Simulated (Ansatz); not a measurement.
# RuFBr: the cell at several levels of theory

One table from this session's results is given with a row withheld; the runs are named, their logs left out.

Program: Ansatz 0.2.0. PAW datasets, plane waves, zero pressure. Values at 0 K without nuclear motion; spin polarisation is off, and the phase may be a hypothetical one.

## Starting point

The sheet's in-plane cell has a = 3.031 Å, b = 3.031 Å (γ = 120.0°), and its outermost atoms lie 2.96 Å apart along the normal. Near Ru stand 3 Br at 2.29 Å and 3 F at 2.29 Å; near F stand 3 Ru at 2.29 Å; near Br stand 3 Ru at 2.29 Å.

The structure in full:

```
Ru F Br
1.0
     3.03130    0.00000    0.00000
    -1.51565    2.62518    0.00000
     0.00000    0.00000   18.00000
Ru F Br
1 1 1
Direct
  0.33333 0.66667 0.50000
  0.66667 0.33333 0.58221
  0.66667 0.33333 0.41779
```
Two periodic directions, a and b.

Set-up of the first run:

The input, input.yaml:

```yaml
crystal:
  lattice:
    - [3.03129823, 0.0, 0.0]
    - [-1.515649115, 2.6251812736, 0.0]
    - [0.0, 0.0, 18.0]
  atoms:
    - { symbol: Ru, position: [0.3333333333, 0.6666666667, 0.5] }
    - { symbol: F, position: [0.6666666667, 0.3333333333, 0.5822136878] }
    - { symbol: Br, position: [0.6666666667, 0.3333333333, 0.4177863122] }
  periodic: [true, true, false]
kpoints:
  mp_grid: { grid: [12, 12, 1] }
hamiltonian:
  xc: pbe
scf:
  occupations: { method: fermi_dirac, width: 0.02 }
relax:
  f_tol: 0.005
  cell: {}
```

Started as:

```
$ ansatz run input.yaml --threads 4 --pin off --max-ram 5529MiB --backend cpu --events-out ev --progress --plain --runs-dir out
```

Steps of the session up to this table: Relaxing with PBE; Relaxation with r2SCAN; PBEsol: cell and atoms; LDA: cell and atoms; HSE06: cell and atoms.

One of the session's tables, all rows but one given; the rest of the session is left out.

It belongs to the step «The cells side by side». 

```
 level  a (Å)  area (Å²/atom)
   PBE  3.470           3.477
r2SCAN  3.443           3.422
PBEsol      ?               ?
   LDA  3.381           3.300
 HSE06  3.440           3.416
```

Q: Estimate the row for PBEsol from the others.

**Answer.** a (Å): 3.412; area (Å²/atom): 3.362. In the column «a (Å)» it lies between LDA (3.381) and HSE06 (3.440).

LDA gives the smallest cell and PBE the largest; they differ by 5.4 % in area, a mean of 2.6 % in length. The meshes differ: PBE 12×12×1, r2SCAN 12×12×1, PBEsol 12×12×1, LDA 12×12×1, HSE06 6×6×1.

Limits of these values: Warnings in the runs' records: slab cell height set, xc potential rough in thin density.
